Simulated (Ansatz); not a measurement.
CrO₂, space group P-42_1m, a relaxation of the ions

Run with Ansatz 0.2.0 through its Python package.

`cro2.extxyz`
```text
6
Lattice="4.471343 0.0 0.0 0.0 4.471343 0.0 0.0 0.0 2.995176" Properties=species:S:1:pos:R:3:initial_magmoms:R:1 pbc="T T T"
Cr    0.00000000    2.23567150    0.71420121  3.00
Cr    2.23567150    0.00000000    2.28097479  3.00
O     3.13757268    0.90190118    0.75964702  0.00
O     1.33377032    3.56944182    0.75964702  0.00
O     0.90190118    1.33377032    2.23552898  0.00
O     3.56944182    3.13757268    2.23552898  0.00
```

`cro2.py`
```python
"""Geometry optimisation of CrO2 from a disturbed start."""

import warnings

import ansatz as az
from ase import Atoms
from ase.io import write
from ase.neighborlist import neighbor_list
import numpy as np


def main() -> None:
    warnings.simplefilter("ignore", az.DeckWarning)

    structure = az.Crystal.from_extxyz("cro2.extxyz")

    calc = (
        structure.calculation()
        .functional("lda")
        .pseudopotentials("paw")
        .basis(35 * az.Ry)
        .kpoints(6, 6, 9, center="gamma")
        .occupations(az.OccupationsMethod.FERMI_DIRAC)
        .spin("collinear")
        .hubbard("Cr", "d", u_eff=3.0)
        .relax()
    )
    steps = []


    def follow(event):
        if event["event"] != "relax_step":
            return
        row = event["data"]
        steps.append(row)
        print(f"step {row['step']:3d}  E = {row['lagrangian_ev']:.5f} eV  largest force component = {row['allowed_force_max_ev_ang']:.4f} eV/A")


    res = calc.session().plan(threads=1).execute(on_event=follow)
    data = res.report

    first, last = steps[0], steps[-1]
    symbols = [site.symbol for site in res.lattice.sites]
    print(f"energy gained {first['lagrangian_ev'] - last['lagrangian_ev']:.4f} eV in {len(steps) - 1} steps")

    relaxed = Atoms(symbols, positions=[site.position_ang for site in res.lattice.sites], cell=res.lattice.cell_ang, pbc=True)
    write("relaxed.vasp", relaxed, format="vasp")

    final = Atoms(symbols, positions=last["positions_ang"], cell=res.lattice.cell_ang, pbc=True)
    i, j, d = neighbor_list("ijd", final, 4.5)
    print("neighbours within 1.1 times the shortest distance of each atom (A)")
    for atom in range(len(final)):
        near = [m for m in np.argsort(d) if i[m] == atom]
        shell = [m for m in near if d[m] < 1.1 * d[near[0]]]
        print(f"{symbols[atom]}{atom} ({len(shell)}):", ", ".join(f"{symbols[j[m]]} {d[m]:.3f}" for m in shell))

    moved = np.linalg.norm(np.array(last["positions_ang"]) - np.array(first["positions_ang"]), axis=1)
    print("displacement by atom (A):", " ".join(f"{s}:{d:.3f}" for s, d in zip(symbols, moved)))

    print("%-22s %14.5f eV" % ("F = E - TS", data["free_energy_ev"]))
    print("%-22s %14.5f eV" % ("E", data["internal_energy_ev"]))
    print("%-22s %14.5f eV" % ("Harris-Foulkes", data["harris_foulkes_ev"]))
    print("%-22s %14.5f eV" % ("Fermi level", data["fermi_energy_ev"]))

    print(f"net moment {data['magnetization_mub']:.3f} muB, absolute {data['absolute_magnetization_mub']:.3f} muB")
    for index, (site, m) in enumerate(zip(res.lattice.sites, data["site_moments_mub"])):
        print(f"  {index:2d} {site.symbol:2s} {m:7.3f}")


if __name__ == "__main__":
    main()
```

```console
$ python cro2.py
step   1  E = -8863.22487 eV  largest force component = 0.4251 eV/A
step   2  E = -8863.25256 eV  largest force component = 0.3139 eV/A
step   3  E = -8863.28342 eV  largest force component = 0.0270 eV/A
step   4  E = -8863.28368 eV  largest force component = 0.0005 eV/A
step   4  E = -8863.28368 eV  largest force component = 0.0005 eV/A
energy gained 0.0588 eV in 4 steps
neighbours within 1.1 times the shortest distance of each atom (A)
Cr0 (6): O 1.927, O 1.927, O 1.941, O 1.941, O 1.941, O 1.941
Cr1 (6): O 1.927, O 1.927, O 1.941, O 1.941, O 1.941, O 1.941
O2 (3): Cr 1.927, Cr 1.941, Cr 1.941
O3 (3): Cr 1.927, Cr 1.941, Cr 1.941
O4 (3): Cr 1.927, Cr 1.941, Cr 1.941
O5 (3): Cr 1.927, Cr 1.941, Cr 1.941
displacement by atom (A): Cr:0.035 Cr:0.035 O:0.042 O:0.042 O:0.042 O:0.042
F = E - TS                -8863.28368 eV
E                         -8863.24290 eV
Harris-Foulkes            -8863.28368 eV
Fermi level                   9.20508 eV
net moment 4.000 muB, absolute 5.909 muB
   0 Cr   2.003
   1 Cr   2.003
   2 O   -0.218
   3 O   -0.218
   4 O   -0.218
   5 O   -0.218
```

`relaxed.vasp`, as written:
```text
Cr O
 1.0000000000000000
     4.4713430000000001    0.0000000000000000    0.0000000000000000
     0.0000000000000000    4.4713430000000001    0.0000000000000000
     0.0000000000000000    0.0000000000000000    2.9951759999999998
 Cr  O
   2   4
Cartesian
  0.0000000000000000  2.2356715000000000  0.7487455015104577
  2.2356715000000000  0.0000000000000000  2.2464304984895422
  3.1085802699433840  0.8729087699433838  0.7487982827071288
  1.3627627300566161  3.5984342300566161  0.7487982827071288
  0.8729087699433838  1.3627627300566161  2.2463777172928721
  3.5984342300566161  3.1085802699433840  2.2463777172928721
```

Absolute energies stand on the zero of these potentials, so only differences at equal settings mean something. A total without «per atom» is that of the cell as typed. The magnetic order follows from the starting moments and needn't be the lowest. For a metal this k-point mesh is coarse: on a finer one energies can move by several to tens of meV an atom and pressures by half a GPa or more, differences at one mesh by less. The zero of the levels is a convention of the potentials, so an absolute Fermi energy is no work function. Energies along a relaxation are free energies. A last row that repeats the one before re-solves the same geometry more tightly. The cell relaxed to the group P4_2/mnm; tensors and edges are in the axes of the typed cell. This cell is a computed structure, which may not be the phase found in nature. The script silences the warnings on its input, which a real study should read. It ran for 2.9 min on 1 thread of Arm Neoverse V1, on a shared host, peak memory 0.68 GiB.
